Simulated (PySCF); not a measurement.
# Cl4Pb (Pb(Cl)4): the cost of one run

Method: PBE, Pb def2-SVP with ECP60, Cl def2-SVP; scalar-relativistic core potentials, no spin–orbit coupling; program: PySCF 2.14.0.

2 further runs of the same task are left out: 1 for a known fault of the program, 1 that didn't finish.

**1. The starting structure**

5 atoms, charge 0, spin multiplicity 1.

Bond lengths: Pb1–Cl2 2.449 Å, Pb1–Cl3 2.449 Å, Pb1–Cl4 2.449 Å, Pb1–Cl5 2.449 Å. Angles: Cl2–Pb1–Cl3 108.7°, Cl2–Pb1–Cl4 109.8°, Cl2–Pb1–Cl5 109.8°, Cl3–Pb1–Cl4 109.8°, Cl3–Pb1–Cl5 109.8°, Cl4–Pb1–Cl5 108.8°.

Coordinates:

| atom | x (Å) | y (Å) | z (Å) |
| --- | --- | --- | --- |
| Pb1 | 0.0049 | 0.2343 | 0.0000 |
| Cl2 | -0.0248 | -1.1924 | 1.9902 |
| Cl3 | -0.0248 | -1.1924 | -1.9902 |
| Cl4 | 2.0250 | 1.6183 | 0.0000 |
| Cl5 | -1.9560 | 1.7011 | 0.0000 |

Formal oxidation states: Pb +4. An earlier session relaxed this geometry at PBE, Pb def2-SVP with ECP60, Cl def2-SVP (singlet, point group D2d).

Its energy there is -2032.483323 Eh.

**2. Multiplicity 3 at the relaxed geometry**

Input file run.py (the lines that set the calculation):

```python
mol = gto.M(atom='''
Pb     0.00487     0.23427     0.00000
Cl    -0.02479    -1.19242     1.99021
Cl    -0.02479    -1.19242    -1.99021
Cl     2.02500     1.61834     0.00000
Cl    -1.95598     1.70112     0.00000''',
    basis={'Pb': 'def2-SVP', 'Cl': 'def2-SVP'},
    ecp={'Pb': 'def2-SVP'},
    charge=0, spin=2)
mf = dft.UKS(mol, xc='PBE')
mf.grids.atom_grid = (50, 194)
mf = mf.density_fit()  # fitting sets: Pb def2-universal-JKFIT, Cl def2-universal-JKFIT
mf.conv_tol = 1e-08; mf.max_cycle = 55
mf.kernel(dm0)  # dm0: free metal ions and neutral atoms
```

Started as:

```bash
$ OMP_NUM_THREADS=2 python run.py
```

**Question.** How long does this run take on 2 threads of Arm Neoverse V1, shared host?

About 50 s.
